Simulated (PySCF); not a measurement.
# C₅H₁₀GeNS radical: open-shell or spin-flip excitations

What do calculations give for the open-shell or spin-flip excitations of C₅H₁₀GeNS radical (`C#[C][Ge@H]([CH3])[CH2][C](N)S`)?

Computed with PySCF 2.14.0 and routines of our own; the level stands in each step. Atoms count from 0.

## (1) The system as given

18 atoms, charge 0, multiplicity 2; geometry from: GFN2-xTB.

## (2) Open-shell or spin-flip excitations: unrestricted TDA PBE0/def2-SVP

What the job is given:

```
{"job": {"kind": "uabs", "xc": "PBE0", "basis": "def2-SVP", "nstates": 10, "tda": true}, "charge": 0, "multiplicity": 2}
C     -1.083720     2.712498     1.219787
C     -1.031640     1.724660     0.535391
Ge    -0.923444     0.124873    -0.502460
C     -2.636634    -0.849536    -0.345924
C      0.586097    -0.975159     0.207843
C      1.879937    -0.434932    -0.265745
N      2.066446     0.926614    -0.138739
S      3.325063    -1.459848    -0.208270
H     -1.135252     3.585430     1.807280
H     -0.655800     0.558004    -1.920969
H     -2.815165    -1.136094     0.687470
H     -2.621924    -1.751863    -0.951496
H     -3.467805    -0.232324    -0.673746
H      0.515286    -0.969295     1.305994
H      0.474567    -2.014241    -0.107402
H      3.008367     1.241735    -0.321269
H      1.653876     1.369461     0.676812
H      2.852985    -2.413665    -1.016215
```

Level: unrestricted TDA PBE0/def2-SVP, vertical, gas phase, core orbitals frozen in the response.

The run is started by

```console
$ OMP_NUM_THREADS=1 python excited_run.py task.json out
```

One launch serves the whole session: the jobs run in the order shown.

Standard output:

```text
coarse grid: 69472 points
cycle   1  E = -2725.0336666483  dE =  1.731e-01  |g| = 4.305e-01  |ddm| = 3.281e+00
cycle   2  E = -2725.0297194103  dE =  3.947e-03  |g| = 4.656e-01  |ddm| = 8.785e-01
cycle   3  E = -2725.1130372209  dE = -8.332e-02  |g| = 5.532e-02  |ddm| = 4.694e-01
cycle   4  E = -2725.1136994974  dE = -6.623e-04  |g| = 4.184e-02  |ddm| = 8.521e-02
cycle   5  E = -2725.1145643764  dE = -8.649e-04  |g| = 1.273e-02  |ddm| = 4.368e-02
cycle   6  E = -2725.1146553030  dE = -9.093e-05  |g| = 3.369e-03  |ddm| = 1.709e-02
cycle   7  E = -2725.1146629403  dE = -7.637e-06  |g| = 1.623e-03  |ddm| = 5.853e-03
final grid: 145536 points
cycle   8  E = -2725.1146658485  dE = -1.812e-07  |g| = 2.145e-03  |ddm| = 4.794e-03
cycle   9  E = -2725.1146638796  dE =  1.969e-06  |g| = 3.035e-03  |ddm| = 5.098e-03
cycle  10  E = -2725.1146678940  dE = -4.014e-06  |g| = 3.570e-04  |ddm| = 3.059e-03
cycle  11  E = -2725.1146679563  dE = -6.229e-08  |g| = 1.618e-04  |ddm| = 4.070e-04
cycle  12  E = -2725.1146679795  dE = -2.322e-08  |g| = 7.968e-05  |ddm| = 3.791e-04
cycle  13  E = -2725.1146679838  dE = -4.232e-09  |g| = 1.389e-05  |ddm| = 1.744e-04
cycle  14  E = -2725.1146679839  dE = -9.732e-11  |g| = 3.556e-06  |ddm| = 2.462e-05
converged SCF energy = -2725.1146679839

Static polarisability (au): isotropic 101.487, principal 71.363 104.074 129.024

<S^2> of the reference = 0.7545 (exact 0.7500)

Excitations
state   eV       nm        f      <S^2>   main configurations
  1   3.4522    359.1   0.00601   0.812   Ha->L+2a 0.63, Ha->La 0.26
  2   3.7506    330.6   0.01193   0.787   Ha->La 0.65, Ha->L+1a 0.21, Ha->L+2a 0.11
  3   3.9421    314.5   0.01266   0.791   Ha->L+1a 0.69, Ha->L+2a 0.22
  4   4.7320    262.0   0.00281   0.793   Ha->L+3a 0.46, Ha->L+4a 0.16, Hb->Lb 0.16, Ha->L+6a 0.15
  5   4.8992    253.1   0.04346   0.837   Hb->Lb 0.76, Ha->L+3a 0.12
  6   5.1386    241.3   0.00009   2.703   H-2b->L+2b 0.16, H-2a->L+1a 0.15, H-3a->La 0.13, H-3b->L+1b 0.10
  7   5.1665    240.0   0.00498   0.865   Ha->L+4a 0.49, Ha->L+3a 0.20, Ha->L+5a 0.20
  8   5.3110    233.4   0.00524   0.805   Ha->L+6a 0.77, Ha->L+3a 0.16
  9   5.6558    219.2   0.00022   2.688   H-2a->La 0.14, H-2b->L+2b 0.11, H-2b->L+1b 0.09
 10   5.6647    218.9   0.00014   2.705   H-2a->L+1a 0.15, H-2b->L+1b 0.14, H-2b->L+2b 0.10, H-2a->La 0.08
```

Run time: 1.8 min. Hardware: 1 thread of Intel Xeon Platinum 8259CL at 2.50GHz, shared host; peak memory 0.74 GiB.

From this job:

| quantity | value |
| --- | --- |
| ⟨S²⟩ | 0.754 |

Löwdin spin populations:

C0 0.00; C1 0.00; Ge2 0.01; C3 0.00; C4 -0.01; C5 0.67; N6 0.13; S7 0.10; H8 0.00; H9 0.00; H10 0.00; H11 0.00; H12 0.00; H13 0.05; H14 0.01; H15 0.00; H16 0.03; H17 0.01

## (3) Open-shell or spin-flip excitations: unrestricted TDA TPSS/6-31G*

Settings changed since step 2:

```diff
@@ -1,2 +1,2 @@
-{"job": {"kind": "uabs", "xc": "PBE0", "basis": "def2-SVP", "nstates": 10, "tda": true}, "charge": 0, "multiplicity": 2}
+{"job": {"kind": "uabs", "xc": "TPSS", "basis": "6-31G*", "nstates": 10, "tda": true}, "charge": 0, "multiplicity": 2}
 C     -1.083720     2.712498     1.219787
```

With the program's defaults for keys left out, this is: unrestricted TDA TPSS/6-31G*, vertical, gas phase, core orbitals frozen in the response.

Standard output:

```text
coarse grid: 69472 points
cycle   1  E = -2725.9467844371  dE =  1.436e-01  |g| = 6.334e-01  |ddm| = 3.091e+00
cycle   2  E = -2725.8010085347  dE =  1.458e-01  |g| = 8.760e-01  |ddm| = 1.457e+00
cycle   3  E = -2726.0995300786  dE = -2.985e-01  |g| = 1.135e-01  |ddm| = 9.966e-01
cycle   4  E = -2726.1039379926  dE = -4.408e-03  |g| = 7.302e-02  |ddm| = 1.817e-01
cycle   5  E = -2726.1063965046  dE = -2.459e-03  |g| = 2.808e-02  |ddm| = 7.878e-02
cycle   6  E = -2726.1068057537  dE = -4.092e-04  |g| = 8.600e-03  |ddm| = 3.852e-02
cycle   7  E = -2726.1068449132  dE = -3.916e-05  |g| = 1.864e-03  |ddm| = 1.232e-02
cycle   8  E = -2726.1068468869  dE = -1.974e-06  |g| = 8.074e-04  |ddm| = 3.980e-03
final grid: 145536 points
cycle   9  E = -2726.1069928300  dE =  5.841e-07  |g| = 1.445e-03  |ddm| = 3.348e-03
cycle  10  E = -2726.1069878416  dE =  4.988e-06  |g| = 3.361e-03  |ddm| = 4.879e-03
cycle  11  E = -2726.1069937420  dE = -5.900e-06  |g| = 7.843e-04  |ddm| = 3.221e-03
cycle  12  E = -2726.1069940684  dE = -3.264e-07  |g| = 1.224e-04  |ddm| = 7.789e-04
cycle  13  E = -2726.1069940761  dE = -7.728e-09  |g| = 2.856e-05  |ddm| = 1.633e-04
cycle  14  E = -2726.1069940766  dE = -5.330e-10  |g| = 2.101e-05  |ddm| = 5.555e-05
converged SCF energy = -2726.1069940766

Static polarisability (au): isotropic 102.880, principal 69.447 104.432 134.762

<S^2> of the reference = 0.7536 (exact 0.7500)

Excitations
state   eV       nm        f      <S^2>   main configurations
  1   2.9051    426.8   0.00144   0.777   Ha->La 0.98
  2   2.9673    417.8   0.01016   0.777   Ha->L+1a 0.98
  3   3.2054    386.8   0.02196   0.779   Ha->L+2a 0.99
  4   4.2763    289.9   0.00103   0.777   Ha->L+3a 0.99
  5   4.6115    268.9   0.02418   0.787   Hb->Lb 0.78, Ha->L+4a 0.18
  6   4.7283    262.2   0.02369   0.793   Ha->L+4a 0.79, Hb->Lb 0.16
  7   4.9733    249.3   0.00026   0.778   Ha->L+5a 0.97
  8   5.0561    245.2   0.00267   0.777   Ha->L+6a 0.98
  9   5.1233    242.0   0.00052   2.198   H-2b->Lb 0.28, H-3a->La 0.09
 10   5.2620    235.6   0.00357   1.118   H-1b->Lb 0.39, H-2b->Lb 0.34
```

Run time: 2.4 min. Hardware: 1 thread of Intel Xeon Platinum 8259CL at 2.50GHz, shared host; peak memory 0.61 GiB.

In short:

```csv
quantity,value
⟨S²⟩,0.754
```

## (4) Outcome

| quantity | value |
| --- | --- |
| lowest and brightest state of nearly pure spin, of 10 (step 2, unrestricted TDA PBE0/def2-SVP) | 3.45 eV; 4.90 eV, f = 0.043 |
| lowest and brightest state of nearly pure spin, of 10 (step 3, unrestricted TDA TPSS/6-31G*) | 2.91 eV; 4.61 eV, f = 0.024 |

**Reading.** States whose ⟨S²⟩ lies well above the reference's are mixtures of spin states, an artefact of the unrestricted response, and are left out of the summary. The lowest state of nearly pure spin runs from 2.91 to 3.45 eV over the runs.
